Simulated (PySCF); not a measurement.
# C₅H₅F₂O+: a tour of settings, part 2 of 2

PySCF 2.14.0. Atoms count from 0. The steps go on from the part before.

## 5. J couplings: BP86/6-31G

The job: settings as JSON, then the geometry in Å.

```
{"job": {"kind": "j", "xc": "BP86", "basis": "6-31G", "grid": 3}, "charge": 1, "multiplicity": 1}
C     -2.505943    -0.101297     0.216174
C     -1.137638    -0.157295    -0.202185
C     -0.169407    -0.456009    -1.142942
C      0.220713     0.058884     0.080256
O      1.125650     0.452980     0.892784
C      2.477315     0.386469     0.463392
F      2.613266     1.118699    -0.636181
F      2.763790    -0.872320     0.150827
H     -2.658635     0.629712     1.009476
H     -3.168158     0.083778    -0.630925
H     -2.783915    -1.083505     0.616641
H      0.101619    -0.816000    -2.112837
H      3.116954     0.756390     1.277790
```

With the program's defaults for keys left out, this is: BP86/6-31G indirect spin-spin coupling, non-relativistic, gas phase.

Output:

```text
coarse grid: 11792 points
cycle   1  E = -467.8311386569  dE =  1.835e+00  |g| = 8.956e-01  |ddm| = 3.744e+00
cycle   2  E = -467.4025167989  dE =  4.286e-01  |g| = 1.783e+00  |ddm| = 2.447e+00
cycle   3  E = -467.9959512847  dE = -5.934e-01  |g| = 1.063e-01  |ddm| = 1.494e+00
cycle   4  E = -467.9973073179  dE = -1.356e-03  |g| = 8.614e-02  |ddm| = 2.022e-01
cycle   5  E = -467.9987851555  dE = -1.478e-03  |g| = 3.057e-02  |ddm| = 1.063e-01
cycle   6  E = -467.9989823210  dE = -1.972e-04  |g| = 2.537e-03  |ddm| = 2.947e-02
cycle   7  E = -467.9989837623  dE = -1.441e-06  |g| = 8.863e-04  |ddm| = 4.001e-03
final grid: 162240 points
cycle   8  E = -467.9447198341  dE = -1.645e-05  |g| = 8.641e-03  |ddm| = 2.285e-02
cycle   9  E = -467.9446691754  dE =  5.066e-05  |g| = 1.779e-02  |ddm| = 2.204e-02
cycle  10  E = -467.9447335141  dE = -6.434e-05  |g| = 3.040e-03  |ddm| = 1.739e-02
cycle  11  E = -467.9447356685  dE = -2.154e-06  |g| = 4.844e-04  |ddm| = 3.167e-03
cycle  12  E = -467.9447357100  dE = -4.151e-08  |g| = 1.193e-04  |ddm| = 4.666e-04
cycle  13  E = -467.9447357126  dE = -2.571e-09  |g| = 6.130e-05  |ddm| = 1.745e-04
cycle  14  E = -467.9447357136  dE = -9.911e-10  |g| = 1.255e-05  |ddm| = 7.218e-05
converged SCF energy = -467.9447357136

Indirect spin-spin couplings (Hz)
  i      j    bonds     total        FC       PSO       DSO        SD
  0 C    1 C    1     50.187    52.519    -2.551     0.218         -
  0 C    2 C    2     -3.364    -2.623    -0.653    -0.088         -
  0 C    3 C    2     -3.436    -2.916    -0.473    -0.047         -
  0 C    4 O    3      0.748     0.670     0.057     0.020         -
  0 C    8 H    1    154.946   153.326     0.949     0.671         -
  0 C    9 H    1    150.905   149.253     0.984     0.668         -
  0 C   10 H    1    142.544   140.752     1.094     0.699         -
  0 C   11 H    3     -0.097     0.237     0.024    -0.358         -
  0 C   12 H    5     -0.207    -0.055     0.079    -0.231         -
  1 C    2 C    1     27.927    33.622    -5.899     0.205         -
  1 C    3 C    1     30.698    33.591    -3.183     0.289         -
  1 C    4 O    2     -6.153    -7.343     1.158     0.031         -
  1 C    5 C    3      4.157     4.174     0.055    -0.071         -
  1 C    8 H    2     -7.132    -6.617    -0.384    -0.132         -
  1 C    9 H    2     -5.539    -5.113    -0.301    -0.125         -
  1 C   10 H    2     -5.406    -5.396     0.050    -0.061         -
  1 C   11 H    2     -4.472    -3.385    -0.413    -0.674         -
  1 C   12 H    4     -0.364    -0.069     0.089    -0.384         -
  2 C    3 C    1     16.629    20.655    -4.296     0.270         -
  2 C    4 O    2      4.980     2.330     2.606     0.044         -
  2 C    5 C    3      4.124     4.236    -0.106    -0.006         -
  2 C    6 F    4     -0.319     0.096    -0.339     0.094    -0.171
  2 C    7 F    4     -0.319     0.102    -0.344     0.095    -0.172
  2 C    8 H    3      9.880    10.350    -0.010    -0.460         -
  2 C    9 H    3      5.738     6.105    -0.208    -0.159         -
  2 C   10 H    3      4.958     5.171     0.058    -0.271         -
  2 C   11 H    1    221.612   221.802    -1.011     0.821         -
  2 C   12 H    4     -0.777    -0.401     0.064    -0.439         -
  3 C    4 O    1     33.671    26.381     7.493    -0.204         -
  3 C    5 C    2     -4.158    -4.122    -0.070     0.034         -
  3 C    6 F    3      3.241     4.556    -0.981     0.140    -0.473
  3 C    7 F    3      3.322     4.651    -1.005     0.143    -0.467
  3 C    8 H    3      8.790     8.954    -0.143    -0.021         -
  3 C    9 H    3     11.249    11.547     0.040    -0.337         -
  3 C   10 H    3      1.307     1.410     0.079    -0.181         -
  3 C   11 H    2     -6.342    -5.733    -0.072    -0.538         -
  3 C   12 H    3      9.828    10.287     0.116    -0.575         -
  4 O    5 C    1     36.010    34.692     1.542    -0.223         -
  4 O    6 F    2     -0.518    -0.037     3.440    -0.050    -3.870
  4 O    7 F    2     -0.395     0.028     3.486    -0.050    -3.860
  4 O    8 H    4     -1.643    -1.685     0.053    -0.011         -
  4 O    9 H    4     -1.567    -1.733     0.024     0.142         -
  4 O   10 H    4     -0.340    -0.434     0.016     0.078         -
  4 O   11 H    3     -1.943    -2.591     0.447     0.201         -
  4 O   12 H    2    -29.102   -29.181     0.113    -0.034         -
  5 C    6 F    1   -417.493  -389.587   -35.435     1.441     6.088
  5 C    7 F    1   -416.944  -389.167   -35.332     1.441     6.113
  5 C    9 H    5      0.290     0.447     0.061    -0.217         -
  5 C   10 H    5     -0.193    -0.061     0.047    -0.179         -
  5 C   11 H    4      1.144     1.320    -0.058    -0.117         -
  5 C   12 H    1    239.945   238.289     0.031     1.624         -
  6 F    7 F    2     64.815    21.234   -18.310    -0.103    61.994
  6 F    8 H    6     -0.190     0.103     0.175    -0.493     0.026
  6 F    9 H    6     -0.313     0.059     0.159    -0.540     0.009
  6 F   10 H    6     -0.417     0.001     0.336    -0.752    -0.002
  6 F   11 H    5      0.346     0.520    -0.510     0.191     0.146
  6 F   12 H    2     68.957    73.495    -0.991    -0.781    -2.766
  7 F    8 H    6     -0.268     0.070     0.280    -0.645     0.027
  7 F    9 H    6     -0.357     0.084     0.262    -0.710     0.007
  7 F   10 H    6     -0.298    -0.002     0.090    -0.388     0.002
  7 F   11 H    5      0.342     0.519    -0.515     0.190     0.148
  7 F   12 H    2     68.958    73.489    -0.981    -0.778    -2.772
  8 H    9 H    2    -14.835   -13.161     1.218    -2.893         -
  8 H   10 H    2    -24.273   -22.949     1.177    -2.501         -
  8 H   11 H    4     -0.867     0.269     0.578    -1.714         -
  8 H   12 H    6     -0.244     0.142     0.194    -0.580         -
  9 H   10 H    2    -25.775   -24.521     1.170    -2.424         -
  9 H   12 H    6     -0.549     0.076     0.342    -0.968         -
 10 H   11 H    4     -3.250    -2.526     0.390    -1.113         -
 10 H   12 H    6     -0.567    -0.038     0.275    -0.803         -
 11 H   12 H    5     -0.865     0.225     0.511    -1.600         -
```

Wall time 8.3 s (1 thread of AMD EPYC 9R45, shared host); peak memory 0.49 GiB.

The basis is not made for couplings: without tight functions at the nuclei these values are rough.

A choice of the couplings up to four bonds, sorted by the number of bonds, with means over like pairs; isotopes 13C, 19F, 1H, 17O:

```csv
pair,bonds,J (Hz),Fermi contact (Hz),dihedral (°)
C5–F6,1,-417.2,-389.4,–
C5–H12,1,239.9,238.3,–
C2–H11,1,221.6,221.8,–
C0–H8,1,149.5,147.8,–
C0–C1,1,50.2,52.5,–
O4–C5,1,36.0,34.7,–
C3–O4,1,33.7,26.4,–
C1–C3,1,30.7,33.6,–
C1–C2,1,27.9,33.6,–
F6–H12,2,69.0,73.5,–
F6–F7,2,64.8,21.2,–
O4–H12,2,-29.1,-29.2,–
H8–H9,2,-21.6,-20.2,–
C3–H11,2,-6.3,-5.7,–
C1–O4,2,-6.2,-7.3,–
C1–H8,2,-6.0,-5.7,–
C2–O4,2,5.0,2.3,–
C1–H11,2,-4.5,-3.4,–
C3–H12,3,9.8,10.3,-180
C3–H8,3,7.1,7.3,–
C2–H8,3,6.9,7.2,–
C1–C5,3,4.2,4.2,-180
C2–C5,3,4.1,4.2,0
C3–F6,3,3.3,4.6,59
O4–H11,3,-1.9,-2.6,0
H8–H11,4,-1.4,-0.8,–
O4–H8,4,-1.2,-1.3,–
C5–H11,4,1.1,1.3,–
```

The spin-dipole term was solved for some atoms only; pairs without it lack that part.

The response was solved for the nuclei of C, F, H alone, so couplings that need other nuclei can be missing.

Quadrupole couplings from the field gradients of the same density:

```csv
atom,isotope,eQq/h (MHz),η
O4,17O,-9.863,0.20
```

Shifts (PBE0/pcSseg-1, unscaled) and these couplings together give the proton spectrum at 500 MHz below.

¹H NMR δ 9.08 (q, J = 1.4 Hz, 1H), 7.58 (t, J = 69.0 Hz, 1H), 3.57 (d, J = 1.4 Hz, 3H).

## 6. Indirect couplings: KT2/ANO-RCC-VDZP

Settings changed since step 5:

```diff
@@ -1,2 +1,2 @@
-{"job": {"kind": "j", "xc": "BP86", "basis": "6-31G", "grid": 3}, "charge": 1, "multiplicity": 1}
+{"job": {"kind": "j", "xc": "KT2", "basis": "ANO-RCC-VDZP", "scf": {"conv": 1e-15, "max_cycle": 89}}, "charge": 1, "multiplicity": 1}
 C     -2.505943    -0.101297     0.216174
```

Method: KT2/ANO-RCC-VDZP indirect spin-spin coupling, non-relativistic, gas phase.

Output:

```text
final grid: 117320 points
cycle   1  E = -475.1788609041  dE =  1.765e+00  |g| = 9.720e-01  |ddm| = 5.162e+00
cycle   2  E = -474.7428265207  dE =  4.360e-01  |g| = 1.843e+00  |ddm| = 1.982e+00
cycle   3  E = -475.3518985455  dE = -6.091e-01  |g| = 1.192e-01  |ddm| = 1.330e+00
cycle   4  E = -475.3540592564  dE = -2.161e-03  |g| = 7.485e-02  |ddm| = 1.838e-01
cycle   5  E = -475.3551946336  dE = -1.135e-03  |g| = 3.440e-02  |ddm| = 9.749e-02
cycle   6  E = -475.3554511471  dE = -2.565e-04  |g| = 6.293e-03  |ddm| = 3.480e-02
cycle   7  E = -475.3554591371  dE = -7.990e-06  |g| = 1.369e-03  |ddm| = 5.698e-03
cycle   8  E = -475.3554595434  dE = -4.063e-07  |g| = 5.571e-04  |ddm| = 1.631e-03
cycle   9  E = -475.3554596089  dE = -6.554e-08  |g| = 1.344e-04  |ddm| = 5.672e-04
cycle  10  E = -475.3554596123  dE = -3.417e-09  |g| = 5.703e-05  |ddm| = 1.679e-04
cycle  11  E = -475.3554596129  dE = -5.897e-10  |g| = 3.265e-05  |ddm| = 8.024e-05
cycle  12  E = -475.3554596132  dE = -2.527e-10  |g| = 3.565e-06  |ddm| = 2.985e-05
cycle  13  E = -475.3554596132  dE = -5.002e-12  |g| = 8.310e-07  |ddm| = 3.557e-06
cycle  14  E = -475.3554596132  dE = -9.095e-13  |g| = 3.380e-07  |ddm| = 1.044e-06
cycle  15  E = -475.3554596132  dE = -6.821e-13  |g| = 3.913e-07  |ddm| = 5.985e-07
cycle  16  E = -475.3554596132  dE =  6.821e-13  |g| = 3.836e-08  |ddm| = 3.459e-07
cycle  17  E = -475.3554596132  dE =  1.364e-12  |g| = 1.591e-08  |ddm| = 2.426e-08
cycle  18  E = -475.3554596132  dE = -1.023e-12  |g| = 2.739e-08  |ddm| = 3.358e-08
cycle  19  E = -475.3554596132  dE = -3.411e-12  |g| = 1.090e-08  |ddm| = 1.499e-08
cycle  20  E = -475.3554596132  dE =  2.842e-12  |g| = 4.483e-09  |ddm| = 7.015e-09
cycle  21  E = -475.3554596132  dE =  2.274e-12  |g| = 7.860e-09  |ddm| = 8.207e-09
cycle  22  E = -475.3554596132  dE =  2.274e-13  |g| = 1.071e-08  |ddm| = 9.529e-09
cycle  23  E = -475.3554596132  dE = -1.251e-12  |g| = 6.309e-09  |ddm| = 4.837e-09
cycle  24  E = -475.3554596132  dE = -5.684e-13  |g| = 4.410e-09  |ddm| = 3.652e-09
cycle  25  E = -475.3554596132  dE =  1.478e-12  |g| = 6.802e-09  |ddm| = 6.846e-09
cycle  26  E = -475.3554596132  dE = -1.023e-12  |g| = 7.014e-09  |ddm| = 2.460e-09
cycle  27  E = -475.3554596132  dE =  4.547e-13  |g| = 4.407e-09  |ddm| = 7.011e-09
cycle  28  E = -475.3554596132  dE =  7.958e-13  |g| = 5.191e-09  |ddm| = 2.235e-09
cycle  29  E = -475.3554596132  dE =  1.137e-12  |g| = 4.632e-09  |ddm| = 8.256e-10
cycle  30  E = -475.3554596132  dE = -1.592e-12  |g| = 3.045e-09  |ddm| = 2.186e-09
cycle  31  E = -475.3554596132  dE =  1.137e-13  |g| = 2.019e-09  |ddm| = 3.271e-09
cycle  32  E = -475.3554596132  dE = -1.933e-12  |g| = 2.631e-09  |ddm| = 1.251e-09
cycle  33  E = -475.3554596132  dE =  1.023e-12  |g| = 2.634e-09  |ddm| = 9.109e-10
cycle  34  E = -475.3554596132  dE = -5.684e-13  |g| = 2.601e-09  |ddm| = 1.644e-09
cycle  35  E = -475.3554596132  dE = -7.958e-13  |g| = 2.865e-09  |ddm| = 1.364e-09
cycle  36  E = -475.3554596132  dE = -7.958e-13  |g| = 1.628e-09  |ddm| = 1.581e-09
cycle  37  E = -475.3554596132  dE =  3.297e-12  |g| = 1.306e-09  |ddm| = 1.537e-09
cycle  38  E = -475.3554596132  dE = -1.364e-12  |g| = 1.902e-09  |ddm| = 1.038e-09
cycle  39  E = -475.3554596132  dE =  2.046e-12  |g| = 2.024e-09  |ddm| = 5.508e-10
cycle  40  E = -475.3554596132  dE = -1.592e-12  |g| = 1.396e-09  |ddm| = 8.620e-10
cycle  41  E = -475.3554596132  dE = -3.411e-13  |g| = 9.609e-10  |ddm| = 9.070e-10
cycle  42  E = -475.3554596132  dE =  7.958e-13  |g| = 9.325e-10  |ddm| = 7.137e-10
cycle  43  E = -475.3554596132  dE =  6.821e-13  |g| = 1.033e-09  |ddm| = 6.896e-10
cycle  44  E = -475.3554596132  dE = -1.478e-12  |g| = 1.264e-09  |ddm| = 6.449e-10
cycle  45  E = -475.3554596132  dE = -7.958e-13  |g| = 1.167e-09  |ddm| = 4.075e-10
cycle  46  E = -475.3554596132  dE =  1.592e-12  |g| = 7.752e-10  |ddm| = 5.370e-10
cycle  47  E = -475.3554596132  dE =  3.411e-13  |g| = 5.180e-10  |ddm| = 6.282e-10
cycle  48  E = -475.3554596132  dE = -3.070e-12  |g| = 7.154e-10  |ddm| = 5.328e-10
cycle  49  E = -475.3554596132  dE =  1.819e-12  |g| = 8.088e-10  |ddm| = 3.019e-10
cycle  50  E = -475.3554596132  dE =  4.547e-13  |g| = 7.180e-10  |ddm| = 2.873e-10
cycle  51  E = -475.3554596132  dE =  2.615e-12  |g| = 5.571e-10  |ddm| = 3.230e-10
cycle  52  E = -475.3554596132  dE = -2.387e-12  |g| = 3.940e-10  |ddm| = 3.542e-10
cycle  53  E = -475.3554596132  dE = -6.821e-13  |g| = 4.014e-10  |ddm| = 3.717e-10
cycle  54  E = -475.3554596132  dE =  0.000e+00  |g| = 5.217e-10  |ddm| = 2.805e-10
converged SCF energy = -475.3554596132

Indirect spin-spin couplings (Hz)
  i      j    bonds     total        FC       PSO       DSO        SD
  0 C    1 C    1     66.377    68.889    -2.729     0.217         -
  0 C    2 C    2     -8.998    -8.242    -0.663    -0.093         -
  0 C    3 C    2     -7.991    -7.466    -0.476    -0.049         -
  0 C    4 O    3      0.727     0.647     0.059     0.021         -
  0 C    8 H    1    108.110   106.632     0.896     0.582         -
  0 C    9 H    1    100.385    98.858     0.948     0.579         -
  0 C   10 H    1     88.166    86.478     1.085     0.604         -
  0 C   11 H    3      0.030     0.271     0.127    -0.367         -
  0 C   12 H    5     -0.164    -0.096     0.167    -0.235         -
  1 C    2 C    1     85.124    91.016    -6.072     0.180         -
  1 C    3 C    1     80.762    83.791    -3.302     0.273         -
  1 C    4 O    2     -2.221    -3.536     1.280     0.036         -
  1 C    5 C    3      4.896     4.876     0.094    -0.074         -
  1 C    6 F    4     -0.154     0.049     0.210    -0.209    -0.204
  1 C    7 F    4     -0.159     0.032     0.224    -0.209    -0.207
  1 C    8 H    2     -8.353    -7.863    -0.351    -0.138         -
  1 C    9 H    2     -5.514    -5.102    -0.281    -0.131         -
  1 C   10 H    2     -6.975    -6.957     0.051    -0.069         -
  1 C   11 H    2      1.638     2.476    -0.131    -0.707         -
  1 C   12 H    4      0.257     0.373     0.277    -0.394         -
  2 C    3 C    1     74.441    78.446    -4.256     0.251         -
  2 C    4 O    2      3.612     1.059     2.501     0.051         -
  2 C    5 C    3      0.722     0.817    -0.086    -0.009         -
  2 C    6 F    4     -0.821    -0.503    -0.236     0.085    -0.167
  2 C    7 F    4     -0.815    -0.490    -0.242     0.086    -0.168
  2 C    8 H    3     13.897    14.253     0.121    -0.477         -
  2 C    9 H    3      6.285     6.561    -0.105    -0.170         -
  2 C   10 H    3      3.673     3.774     0.185    -0.286         -
  2 C   11 H    1    268.222   268.848    -1.372     0.746         -
  2 C   12 H    4     -0.972    -0.763     0.240    -0.450         -
  3 C    4 O    1     17.198     9.456     7.924    -0.182         -
  3 C    5 C    2     -5.322    -5.298    -0.054     0.030         -
  3 C    6 F    3      0.718     1.550    -0.514     0.111    -0.428
  3 C    7 F    3      0.740     1.590    -0.541     0.114    -0.422
  3 C    8 H    3     10.208    10.341    -0.106    -0.027         -
  3 C    9 H    3     15.398    15.613     0.132    -0.347         -
  3 C   10 H    3      0.853     0.884     0.159    -0.190         -
  3 C   11 H    2     -3.239    -2.889     0.211    -0.562         -
  3 C   12 H    3     11.641    11.883     0.349    -0.591         -
  4 O    5 C    1     25.075    23.104     2.185    -0.214         -
  4 O    6 F    2    -18.856   -19.114     4.621     0.002    -4.366
  4 O    7 F    2    -18.844   -19.161     4.673     0.002    -4.358
  4 O    8 H    4     -1.847    -1.884     0.048    -0.011         -
  4 O    9 H    4     -1.770    -1.888    -0.029     0.147         -
  4 O   10 H    4     -0.501    -0.559    -0.024     0.082         -
  4 O   11 H    3     -2.176    -2.721     0.325     0.219         -
  4 O   12 H    2    -35.581   -35.707     0.154    -0.028         -
  5 C    6 F    1   -220.229  -186.783   -41.042     1.219     6.378
  5 C    7 F    1   -220.059  -186.750   -40.936     1.219     6.408
  5 C    9 H    5      0.508     0.580     0.149    -0.221         -
  5 C   11 H    4      1.415     1.518     0.023    -0.126         -
  5 C   12 H    1    219.320   218.209    -0.453     1.563         -
  6 F    7 F    2    280.209   236.134   -21.374    -0.563    66.012
  6 F    9 H    6     -0.200    -0.072     0.426    -0.559     0.005
  6 F   10 H    6     -0.204    -0.083     0.676    -0.783    -0.014
  6 F   11 H    5      0.618     0.616    -0.294     0.172     0.125
  6 F   12 H    2     91.945    96.980    -0.840    -1.133    -3.061
  7 F   10 H    6     -0.203    -0.107     0.319    -0.408    -0.008
  7 F   11 H    5      0.610     0.609    -0.297     0.172     0.127
  7 F   12 H    2     91.836    96.869    -0.836    -1.130    -3.067
  8 H    9 H    2    -17.008   -16.400     2.464    -3.072         -
  8 H   10 H    2    -29.144   -28.705     2.254    -2.693         -
  9 H   10 H    2    -31.100   -30.695     2.215    -2.620         -
  9 H   11 H    4      0.982     1.160     0.489    -0.668         -
 10 H   11 H    4     -3.789    -3.491     0.852    -1.150         -
 10 H   12 H    6     -0.274    -0.061     0.606    -0.820         -
```

It took 2.5 min on 1 thread of AMD EPYC 9R45, shared host; peak memory 0.52 GiB.

Despite a needlessly tight threshold, the SCF converged in 54 cycles.

The basis is not made for couplings: without tight functions at the nuclei these values are rough.

This run: J(F6,F7) 280.2 Hz, J(C2,H11) 268.2 Hz, J(C5,F6) -220.1 Hz (means over like pairs).

## 7. Comparing the runs: NMR shifts

Shifts (ppm) of some atoms, chosen among heavy atoms and hydrogens apart, means over like atoms, with basis size and wall time:

```csv
run,C1,C3,C2,C5,H12,H8,F6,functions,time
PBE0/pcSseg-1,175.2,173.9,157.9,123.8,7.58,3.57,-94.0,161,13 s
PBE0/6-311G**,172.7,171.1,155.2,121.3,7.46,3.43,-101.1,174,11 s
```

## 8. Side by side: spin-spin couplings

Couplings (Hz), each a mean over the pairs like the one named, with basis size and wall time:

```csv
run,C5–F6,C5–H12,C2–H11,C0–H8,F6–H12,F6–F7,C0–C1,functions,time
BP86/6-31G,-417.2,239.9,221.6,149.5,69.0,64.8,50.2,82,8.3 s
KT2/ANO-RCC-VDZP,-220.1,219.3,268.2,98.9,91.9,280.2,66.4,137,2.5 min
```

## 9. Outcome

This closing draws on all 2 parts.

| quantity | value |
| --- | --- |
| ¹³C shifts against TMS (PBE0/pcSseg-1) | 175.2, 173.9, 157.9, 123.8, 13.4 ppm |
| ¹H shifts against TMS (PBE0/pcSseg-1, means over atoms taken as alike) | 9.08, 7.58, 3.57 ppm |
| ¹⁷O shifts against H2O (PBE0/pcSseg-1) | 229.7 ppm |
| ¹⁹F shifts against CFCl3 (PBE0/pcSseg-1, means over atoms taken as alike) | -94.0 ppm |
| lowest singlet (PBE0/def2-SVPD) | 6.75 eV (184 nm), f = 0.001 |
| brightest single state of those computed | state 5, 8.22 eV, f = 0.323 |
| lowest triplet | 5.68 eV |
| largest coupling of the table (BP86/6-31G) | ¹J(C,F) C5–F6, -417.2 Hz |
| range of the shift of F6 | -101.1 to -94.0 ppm |
| range of J(C5,F6), mean over like pairs | -417.2 to -220.1 Hz |

In words: Single values in the summary come from the first run of each kind that ended normally (PBE0/pcSseg-1; PBE0/def2-SVPD; BP86/6-31G), which need not be the best level. At PBE0/pcSseg-1: The widest tensor belongs to C1: span 333 ppm, with a paramagnetic part of -249 ppm. The first singlet state (HOMO−1→LUMO 0.96) lies at 6.75 eV and is dark; of the 6 states computed, the strongest absorption comes from state 5 at 8.22 eV. The lowest triplet lies 1.06 eV below the lowest singlet (triplets in Tamm-Dancoff, singlets in full TDDFT). Couplings across rotatable bonds belong to this one conformer; where others are populated, the observed values are averages. Density functionals describe couplings to fluorine poorly, F–F couplings above all, so those rows are rough. In ppm, F6 (with its like atoms) moves most: its shift spreads over 7.1 ppm, from -101.1 (PBE0/6-311G**) to -94.0 (PBE0/pcSseg-1). Part of that comes from the computed reference. The coupling C5–F6, as a mean over pairs of its kind, runs from -417.2 Hz (BP86/6-31G) to -220.1 Hz (KT2/ANO-RCC-VDZP). Couplings from bases without tight functions are rough.
